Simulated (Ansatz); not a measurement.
# Si16B: the cost of one run

Program: Ansatz 0.2.0. Level of theory: DFT PBEsol, plane waves, PAW, scalar-relativistic, collinear spin. These are calculated values, not measurements.

## 1. The structure to begin with

The cell holds 17 atoms (BSi16): a = 7.679 Å, b = 7.679 Å, c = 7.679 Å, α = 60.00°, β = 60.00°, γ = 60.00°.

Its coordinates follow in the input file.

## 2. Preparing the start

Input file input.yaml:

```yaml
accuracy: low
crystal:
  lattice:
    - [0.0, 5.43, 5.43]
    - [5.43, 0.0, 5.43]
    - [5.43, 5.43, 0.0]
  atoms:
    - { symbol: Si, position: [0.0, 0.0, 0.0] }
    - { symbol: Si, position: [0.125, 0.125, 0.125] }
    - { symbol: Si, position: [0.0, 0.0, 0.5] }
    - { symbol: Si, position: [0.125, 0.125, 0.625] }
    - { symbol: Si, position: [0.0, 0.5, 0.0] }
    - { symbol: Si, position: [0.125, 0.625, 0.125] }
    - { symbol: Si, position: [0.0, 0.5, 0.5] }
    - { symbol: Si, position: [0.125, 0.625, 0.625] }
    - { symbol: Si, position: [0.5, 0.0, 0.0] }
    - { symbol: Si, position: [0.625, 0.125, 0.125] }
    - { symbol: Si, position: [0.5, 0.0, 0.5] }
    - { symbol: Si, position: [0.625, 0.125, 0.625] }
    - { symbol: Si, position: [0.5, 0.5, 0.0] }
    - { symbol: Si, position: [0.625, 0.625, 0.125] }
    - { symbol: Si, position: [0.5, 0.5, 0.5] }
    - { symbol: Si, position: [0.625, 0.625, 0.625] }
    - { symbol: B, position: [0.7482281, 0.2326644, 0.759722], spin: 1.0 }
magnetization:
  spin_polarized: true
basis:
  ecutwfc: 420.0
kpoints:
  mp_grid: { grid: [2, 2, 2] }
hamiltonian:
  xc: pbesol
  pseudopotentials: { kind: paw, azcp: { folder: soft_1 } }
scf:
  occupations: { method: fermi_dirac, width: 0.02 }
  lower_state_search: "off"
relax:
  f_tol: 0.08
  max_steps: 25
  adjacent_minimum: "off"
```

On the command line:

```
$ ansatz run input.yaml --threads 1 --pin off --max-ram 3072MiB --backend cpu --events-out ev --progress --plain --runs-dir out
```

What time and memory should one allow on 1 thread of Arm Neoverse V1, shared host?

About 3.9 min, with a peak of 0.66 GiB.
